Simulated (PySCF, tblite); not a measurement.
**FGeH₄O−, a complex of two parts: NMR shifts, interaction energy, infrared bands, spin-spin couplings, core binding energies and electronic excitations**

An exercise on one series of results from a longer session: the logs are not shown, and one member is left open.

Programs: tblite 0.8.0 and PySCF 2.14.0. All values are calculated, for the isolated system unless a continuum is named. Atoms count from 0, parts from 1.

## Starting point

7 atoms, charge -1, multiplicity 1; geometry: rigid parts in contact. Parts: 1 = atoms 0–5, `[OH][GeH3]`, charge 0; 2 = atom 6, `[F-]`, charge -1.

The first run:

The job: settings as JSON, then the geometry in Å.

```
{"job": {"kind": "dock", "xc": "GFN2-xTB", "basis": "xTB"}, "charge": -1, "multiplicity": 1, "parts": [{"atoms": "0-5", "charge": 0, "multiplicity": 1}, {"atoms": "6-6", "charge": -1, "multiplicity": 1}]}
O      1.191911    -0.502914    -0.183213
Ge    -0.452842     0.021491    -0.014724
H      1.885292     0.068869     0.138841
H     -0.649177     1.307773    -0.764171
H     -0.770576     0.215313     1.440131
H     -1.204609    -1.110531    -0.616863
F      1.473023     1.218299     1.646071
```

Method: GFN2-xTB search for minima from random contacts, gas phase.

The run is started by

```sh
> OMP_NUM_THREADS=1 python cluster_run.py task.json out
```

This one command runs all jobs of the session in turn.

Among the steps run: Search for minima with GFN2-xTB; Relaxing the molecule at PBE0-D3(BJ)/def2-TZVPD; Shielding tensors: PBE0/aug-pcSseg-2; Coupled-cluster interaction energy: CCSD(T) and MP2.

One table of the session follows, with a row left open; its other results are not shown here.

It belongs to the step «Coupled-cluster interaction energy: CCSD(T) and MP2». 

| method | interaction energy (kcal/mol) |
| --- | --- |
| HF/aug-cc-pVDZ | -56.14 |
| MP2/aug-cc-pVDZ | ? |
| CCSD/aug-cc-pVDZ | -52.82 |
| CCSD(T)/aug-cc-pVDZ | -52.45 |
| HF/aug-cc-pVQZ | -58.46 |
| MP2/aug-cc-pVQZ | -55.32 |
| SCS-MP2/aug-cc-pVQZ | -54.69 |
| MP2, extrapolated | -55.54 |
| CCSD(T), limit estimate | -55.96 |

Q: Estimate the row for MP2/aug-cc-pVDZ from the others.

The run gave: interaction energy (kcal/mol): -52.03. In the column «interaction energy (kcal/mol)» it is the highest.

To keep in mind: The interaction energy leaves out the deformation of the parts, 19.19 kcal/mol at MP2. So large a deformation means that a part is far from its own minimum, so a sum across the two methods would be rough.
